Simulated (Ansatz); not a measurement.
C5H5Br, SMILES BrC1=CC=CC1, a single point in a Gaussian basis

Program: the Python package of Ansatz (0.2.0).

`energy_c5h5br.py`
```python
'''Single point of C5H5Br in a Gaussian basis.'''

import ansatz as az

geometry_ang = [
    ('Br', (2.6964, 1.062, 0.4434)),
    ('C', (0.9785, 0.5143, 0.1145)),
    ('C', (-0.0244, 1.2048, -0.4415)),
    ('C', (-1.1965, 0.3682, -0.4992)),
    ('C', (-0.9124, -0.8352, 0.0214)),
    ('C', (0.5229, -0.8687, 0.4731)),
    ('H', (0.0144, 2.2231, -0.7964)),
    ('H', (-2.1472, 0.6822, -0.9035)),
    ('H', (-1.6006, -1.6625, 0.1086)),
    ('H', (1.0828, -1.636, -0.0706)),
    ('H', (0.5862, -1.0521, 1.5502)),
]
c5h5br = az.Crystal.molecule()
for symbol, xyz in geometry_ang:
    c5h5br = c5h5br.atom(symbol, xyz)

calc = (
    c5h5br.calculation()
    .basis(gaussian='6-31G*')
    .functional(az.LibraryFunctional('B2GP-PLYP'))
)
res = calc.run(threads=1, backend='cpu')
r = res.report

print('reference energy %16.6f eV' % r['reference_energy_ev'])
print('total energy     %16.6f eV' % r['free_energy_ev'])
print('occupied orbitals outside the frozen core (up, down):', r['n_occupied'], ' frozen:', r['n_frozen'], ' virtual:', r['n_virtual'])

state = r['mean_field']['state']
print(f'mean field: {state["energy"]["hartree"]:.7f} Ha, <S^2> = {abs(state["spin_squared"]):.4f}, stability: {state.get("stability", {}).get("kind")}')
```

```console
$ python energy_c5h5br.py
reference energy    -75271.341718 eV
total energy        -75281.493708 eV
occupied orbitals outside the frozen core (up, down): [21, 21]  frozen: 14  virtual: [85, 85]
mean field: -2766.1707874 Ha, <S^2> = 0.0000, stability: minimum
```

Total energies depend on the basis set; only differences at equal settings carry meaning. The geometry is a force-field or estimated start, not a minimum of this method, and the basis set is short of its limit. For a double hybrid the total adds scaled second-order correlation to the self-consistent reference. The whole script took 13 s on 1 thread of Intel(R) Xeon(R) Platinum 8259CL CPU @ 2.50GHz (Skylake/Cascade Lake) (shared host), peak memory 0.34 GiB.

(Lines on the test bed's own set-up are left out of the output.)
